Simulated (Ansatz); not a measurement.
# SrPb2N2 and its elements: formation energy from the elements in Python

Aim: a formation energy from the elements, for SrPb2N2 and its elements, run from a script.

All numbers are computed with Ansatz 0.2.0 through its Python package. Level of theory: DFT PBE, plane waves, norm-conserving potentials.

**1. The structure**

SrPb2N2 P-3m1: The structure is trigonal, space group P-3m1 (No. 164). The conventional cell has a = 3.582 Å, b = 3.582 Å, c = 9.485 Å, α = 90.00°, β = 90.00°, γ = 120.00°. Sr (site symmetry -3m) is surrounded by 6 N at 2.64 Å. Pb (site symmetry 3m) is surrounded by 3 N at 2.43 Å. Around N (site symmetry 3m) lie 3 Pb at 2.43 Å and 3 Sr at 2.64 Å.

Sr Fm-3m: Symmetry: Fm-3m, No. 225, cubic system. The conventional cell has a = 6.085 Å, b = 6.085 Å, c = 6.085 Å, α = 90.00°, β = 90.00°, γ = 90.00°. Sr (site symmetry m-3m) is surrounded by 12 Sr at 4.30 Å.

Pb Fm-3m: Symmetry: Fm-3m, No. 225, cubic system. Conventional cell: a = 4.950 Å, b = 4.950 Å, c = 4.950 Å, α = 90.00°, β = 90.00°, γ = 90.00°. Pb (site symmetry m-3m) has 12 Pb at 3.50 Å as nearest neighbours.

N in a box: The structure is orthorhombic, space group Pmmm (No. 47). The conventional cell has a = 9.000 Å, b = 9.500 Å, c = 10.000 Å, α = 90.00°, β = 90.00°, γ = 90.00°. N (site symmetry mm2) has 1 N at 1.11 Å as nearest neighbours.

The script holds or builds the structure itself.

**2. The script**

srpb2n2.py

```python
"""Is SrPb2N2 bound against its elements, after relaxing cells and atoms."""

from collections import Counter

import ansatz as az
import numpy as np

FUNCTIONAL = "pbe"
MIXING_BETA = 0.5
EXTRA_BANDS = 8
KSPACING = 0.3
FILLING = "fermi_dirac"
WIDTH_EV = 0.02

PHASES = {
    "SrPb2N2": (
        [(3.582428, 0.0, 0.0), (-1.791214, 3.102474, 0.0), (0.0, 0.0, 9.484963)],
        [
            ("Sr", (0.0, 0.0, 0.5)),
            ("Pb", (2 / 3, 1 / 3, 0.193865)),
            ("Pb", (1 / 3, 2 / 3, 0.806135)),
            ("N", (2 / 3, 1 / 3, 0.672329)),
            ("N", (1 / 3, 2 / 3, 0.327671)),
        ],
    ),
    "Sr": (
        [(0.0, 3.04235, 3.04235), (3.04235, 0.0, 3.04235), (3.04235, 3.04235, 0.0)],
        [
            ("Sr", (0.0, 0.0, 0.0)),
        ],
    ),
    "Pb": (
        [(0.0, 2.47502, 2.47502), (2.47502, 0.0, 2.47502), (2.47502, 2.47502, 0.0)],
        [
            ("Pb", (0.0, 0.0, 0.0)),
        ],
    ),
    "N2": (
        [(9.0, 0.0, 0.0), (0.0, 9.5, 0.0), (0.0, 0.0, 10.0)],
        [
            ("N", (0.5, 0.5, 0.4445)),
            ("N", (0.5, 0.5, 0.5555)),
        ],
    ),
}


def build(vectors, sites):
    crystal = az.Crystal(lattice=az.Lattice.of(vectors))
    for symbol, position in sites:
        crystal = crystal.atom(symbol, position)
    return crystal

GASES = {"N2"}


def compute(name, crystal):
    calc = crystal.calculation()
    calc = calc.functional(FUNCTIONAL).pseudopotentials("nc")
    calc = calc.mixing("broyden", beta=MIXING_BETA).scf(extra_bands=EXTRA_BANDS)
    calc = calc.kpoints(spacing=KSPACING)
    calc = calc.occupations(FILLING, width=WIDTH_EV)
    calc = calc.stress()
    if name in GASES:
        return calc.kpoints(1, 1, 1).relax(force_tolerance=0.02, max_steps=60).run()
    calc = calc.relax(force_tolerance=0.02, max_steps=60, cell=True)
    return calc.run()


def counts(outcome):
    return Counter(site.symbol for site in outcome.lattice.sites)

def formation_energy(outcome, mu):
    n = counts(outcome)
    return (outcome.report["energy_sigma0_ev"] - sum(k * mu[element] for element, k in n.items())) / sum(n.values())


def volume_per_atom(outcome):
    return abs(np.linalg.det(outcome.lattice.cell_ang)) / len(outcome.lattice.sites)

phases = {name: build(*cell) for name, cell in PHASES.items()}

done = {name: compute(name, crystal) for name, crystal in phases.items()}

# chemical potentials of the elements at zero temperature
references = {"Sr": "Sr", "Pb": "Pb", "N": "N2"}
mu = {element: done[name].report["energy_sigma0_ev"] / len(done[name].lattice.sites) for element, name in references.items()}

target = done["SrPb2N2"]
heat = formation_energy(target, mu)
for element, value in mu.items():
    print(f"mu({element}) = {value:.4f} eV from {references[element]}, {volume_per_atom(done[references[element]]):.2f} A^3/atom")
print(f"formation energy of SrPb2N2: {heat:.4f} eV/atom = {96.4853 * heat:.1f} kJ/mol of atoms")
# no correction for the overbinding of the gas molecule is applied
```

**3. What the engine is handed**

The engine receives this input (first run):

```yaml
crystal:
  lattice:
    - [3.582428, 0.0, 0.0]
    - [-1.791214, 3.102474, 0.0]
    - [0.0, 0.0, 9.484963]
  atoms:
    - { symbol: Sr, position: [0.0, 0.0, 0.5] }
    - { symbol: Pb, position: [0.6666666666666666, 0.3333333333333333, 0.193865] }
    - { symbol: Pb, position: [0.3333333333333333, 0.6666666666666666, 0.806135] }
    - { symbol: "N", position: [0.6666666666666666, 0.3333333333333333, 0.672329] }
    - { symbol: "N", position: [0.3333333333333333, 0.6666666666666666, 0.327671] }
kpoints:
  mp_grid:
    kspacing: 0.3
hamiltonian:
  xc: pbe
  pseudopotentials:
    kind: nc
scf:
  n_extra_bands: 8
  mixing:
    algorithm: broyden
    beta: 0.5
  occupations:
    method: fermi_dirac
    width: 0.02
relax:
  f_tol: 0.02
  max_steps: 60
  cell: {}
output:
  stress: true
```

**4. Running it**

The run is started by

```console
$ python srpb2n2.py
```

**Question.** Is SrPb2N2 bound against its elements at this level, and by how much?

The runs gave:

| quantity | value |
| --- | --- |
| formation energy | -0.1006 eV/atom |
| runs compared | 4 |
| energy of SrPb2N2 (run 1) from the elements | -101 meV/atom |

In words: The formation energy is negative: it is stable against its elements at zero temperature, which says nothing yet of competing compounds. The formation energy is -0.101 eV an atom (-9.7 kJ per mole of atoms), so SrPb2N2 lies below the reference phases. In run 1, the volume grew by 2.5 % over 3 moves, and the space group stayed P-3m1. In run 3, over 2 moves the cell grew by 5.9 % in volume, and the space group stayed Fm-3m. For the metals among these cells the mesh is coarse, so their volumes and pressures are rough. Spin-orbit coupling, which matters for elements this heavy, is left out. The compound is the structure given, not necessarily its lowest; energies are at zero temperature, with no correction for gases. A semilocal functional's error on such energies is often 0.05 to 0.1 eV an atom, and 0.1 to 0.3 eV against gases such as O2 or F2. Whether this is the phase that is stable at ambient conditions was not tested.
